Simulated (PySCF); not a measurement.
# C3H6N2Si: the cost of one run

Computed with PySCF 2.14.0, with density-fitted response routines of our own, on a single molecule in the gas phase. Atoms count from 0, in the outputs and in this text.

### 1 The molecule as given

12 atoms, charge 0, multiplicity 1; geometry from: GFN2-xTB. The atoms were then displaced at random by about 0.01 Å, so the start is not that level's minimum.

Bonds of the start (Å): N0–C1 1.11, C1–C2 1.43, C2–C3 1.54, C3–N4 1.21, N4–Si5 1.73, C2–H6 1.12, C2–H7 1.07, C3–H8 1.09, Si5–H9 1.45, Si5–H10 1.48, Si5–H11 1.47.

### 2 Relaxing the molecule at PBE0-D3(BJ)/def2-SVP

Job settings and geometry (Å):

```
{"job": {"xc": "PBE0", "basis": "def2-SVP", "d3": "d3bj", "grid": 1, "shake": 0.01, "kind": "geom"}, "charge": 0, "multiplicity": 1}
N     -2.419240     2.275820    -0.078760
C     -1.950030     1.295330     0.155690
C     -1.324460     0.039300     0.429410
C     -0.527040    -0.428600    -0.798600
N      0.663510    -0.595690    -0.920900
Si     2.073350    -0.384560     0.051660
H     -0.601340     0.163120     1.272980
H     -2.058540    -0.685680     0.693800
H     -1.203870    -0.634080    -1.634130
H      2.852370     0.570590    -0.705970
H      1.896350     0.093640     1.441390
H      2.638640    -1.737470     0.084400
```

Run with:

```console
OMP_NUM_THREADS=1 python probes_run.py task.json out
```

One launch serves the whole session: the jobs run in the order shown.

**Question.** How long does this first job take on 1 thread of Arm Neoverse N1, shared host, and how much memory does it need?

About 88 s, with a peak of 0.51 GiB.
